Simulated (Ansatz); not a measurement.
## HfMoC2 under changes of volume

One of the cells (11.421 Å³/atom); the others are scaled copies at fixed shape and fractional positions:

```xyz
4
Lattice="3.1914 0.0000 0.0000 0.0000 3.1914 0.0000 0.0000 0.0000 4.4852" Properties=species:S:1:pos:R:3 pbc="T T T"
Hf    0.0000    0.0000    0.0000
Mo    1.5957    1.5957    2.2426
C     1.5957    1.5957    0.0000
C     0.0000    0.0000    2.2426
```

The cell comes from a database or a generator and needn't be the stable form of this composition.

| Item | Value |
| --- | --- |
| Program | Ansatz 0.2.0 |
| Functional | PBEsol |
| Potentials or basis | all-electron LAPW, scalar-relativistic |
| Cutoff | 328 eV (chosen from the basis error) |
| Basis error allowed | 0.001 eV/atom |
| k mesh | 8 × 8 × 6 |
| Occupations | fermi-dirac, width 0.05 eV |
| Spin | no spin polarisation |

```csv
volume (Å³/atom),energy over the lowest point (meV/atom),pressure (GPa)
10.735,8.43,9.4
10.964,0.00,2.6
11.192,0.73,-3.5
11.421,9.69,-8.9
11.649,26.05,-13.9
11.877,?,?
12.106,78.03,-22.2
```

What does the run at 11.877 Å³/atom give?

Energy over the lowest point 49.06 meV/atom; pressure -18.3 GPa.

Worked out: A Birch-Murnaghan fit of order 3 (a polynomial in V^(-2/3)) to the other rows has its minimum at 11.06 Å³/atom with B0 = V·E''(V) = 297 GPa and B' = 4.2 at fixed shape and positions, which overstates the stiffness. It gives 48.99 meV/atom at 11.877 Å³/atom, against the run's 49.06, and -dE/dV = -18.3 GPa, against -18.3.

Energies are extrapolated to zero smearing.
